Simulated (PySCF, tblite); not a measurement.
# C₆H₁₁O₂ radical: geometry, infrared bands and EPR parameters

What infrared bands and EPR parameters should C₆H₁₁O₂ radical (`[CH2][C@@H](C)COC(C)=O`) show?

Computed with tblite 0.8.0 and PySCF 2.14.0, with density-fitted response routines of our own, on a single molecule in the gas phase. Atoms are numbered from 0 throughout.

## Step 1: The molecule as given

19 atoms, charge 0, multiplicity 2; geometry from: force field or distance geometry start.

Bonds of the start (Å): C0–C1 1.49, C1–C2 1.52, C1–C3 1.48, C3–O4 1.39, O4–C5 1.36, C5–C6 1.50, C5–O7 1.26, C0–H8 1.13, C0–H9 1.11, C1–H10 1.14, C2–H11 1.11, C2–H12 1.11, C2–H13 1.12, C3–H14 1.12, C3–H15 1.11, C6–H16 1.11, C6–H17 1.12, C6–H18 1.10.

## Step 2: Optimising the geometry with GFN2-xTB

The job: settings as JSON, then the geometry in Å.

```
{"job": {"kind": "relax", "xc": "GFN2-xTB", "basis": "xTB"}, "charge": 0, "multiplicity": 2}
C     -1.107400     0.302400     1.348500
C     -1.243500    -0.250500    -0.027700
C     -2.571100     0.158600    -0.633100
C     -0.185200     0.077700    -1.013100
O      1.116700    -0.303400    -0.731000
C      1.942200     0.067800     0.278000
C      3.347000    -0.412800     0.453800
O      1.527300     0.879600     1.145500
H     -1.738900    -0.325500     2.037000
H     -1.507100     1.338900     1.430100
H     -1.326900    -1.383800     0.034100
H     -2.787600    -0.585900    -1.427200
H     -3.404200     0.183100     0.104100
H     -2.400300     1.141200    -1.134700
H     -0.475900    -0.449500    -1.961200
H     -0.310600     1.149600    -1.250500
H      3.803400    -0.022200     1.382000
H      3.413700    -1.530800     0.375200
H      3.898500    -0.025200    -0.417400
```

Run with:

```bash
> OMP_NUM_THREADS=1 python probes_run.py task.json out
```

The driver reads the jobs from task.json and runs them one after another.

**Question.** This job is followed by: GFN2-xTB harmonic vibrations, gas phase; UKS B3LYP, pcH-1 on C H O, non-relativistic, mean-field spin-orbit, GIAO. What will the session give for the following? strongest single infrared mode (GFN2-xTB); zero-point energy (GFN2-xTB); g(iso) (B3LYP); ⟨S²⟩; largest a(iso) (averaged by class); surface potential, 1st and 99th percentile.

The runs gave:

| quantity | value |
| --- | --- |
| strongest single infrared mode (GFN2-xTB) | 1778 cm⁻¹, 414 km/mol |
| zero-point energy (GFN2-xTB) | 97.9 kcal/mol |
| g(iso) (B3LYP) | 2.00259 |
| ⟨S²⟩ | 0.754 (exact 0.75) |
| largest a(iso) (averaged by class) | 13C on C0, 94.6 MHz |
| surface potential, 1st and 99th percentile | -1.71 V and 0.89 V |

Over 112 steps the energy fell by 1.347 eV; of the close pairs, C1–C3 changed most, 1.483 to 1.555 Å. The lowest mode is slightly imaginary (8i cm⁻¹), a soft motion within the noise of the Hessian, so the minimum is not strictly shown. The strongest single mode, at 1778 cm⁻¹, moves mainly C5 and O7. GFN2-xTB is a fitted tight-binding method: band positions and strengths are rough. Its intensities can rank the bands wrongly. C0 carries the largest spin population, 1.07 e. The isotropic g lies 0.3 ppt above the free-electron value.
